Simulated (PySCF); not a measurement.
# CH5BrGe: the cost of one run

Programs: PySCF 2.14.0, with density-fitted response routines of our own. Each step states its level of theory. These are calculated values for one molecule in the gas phase, unless marked as measured. Atoms count from 0, in the outputs and in this text.

**1. The molecule as given**

8 atoms, charge 0, multiplicity 1; geometry from: GFN2-xTB. The atoms were then displaced at random by about 0.01 Å, so the start is not that level's minimum.

Bonds of the start (Å): C0–Ge1 1.94, Ge1–Br2 2.27, C0–H3 1.08, C0–H4 1.09, C0–H5 1.12, Ge1–H6 1.51, Ge1–H7 1.52.

**2. Optimising the geometry at PBE0-D3(BJ)/def2-SVP**

The job: settings as JSON, then the geometry in Å.

```
{"job": {"xc": "PBE0", "basis": "def2-SVP", "d3": "d3bj", "grid": 1, "shake": 0.01, "kind": "geom"}, "charge": 0, "multiplicity": 1}
C     -1.047380     0.184780     0.053940
Ge     0.802910    -0.359390    -0.127600
Br     2.114760     1.337200     0.613780
H     -1.265740     0.440890     1.085260
H     -1.743470    -0.578640    -0.300050
H     -1.254250     1.109810    -0.545440
H      1.185040    -1.553440     0.722130
H      1.263260    -0.600340    -1.554490
```

On the command line:

```sh
$ OMP_NUM_THREADS=1 python probes_run.py task.json out
```

This one command runs all jobs of the session in turn.

**Question.** How long does this first job take on 1 thread of Arm Neoverse V1, shared host, and how much memory does it need?

About 36 s, with a peak of 0.43 GiB.
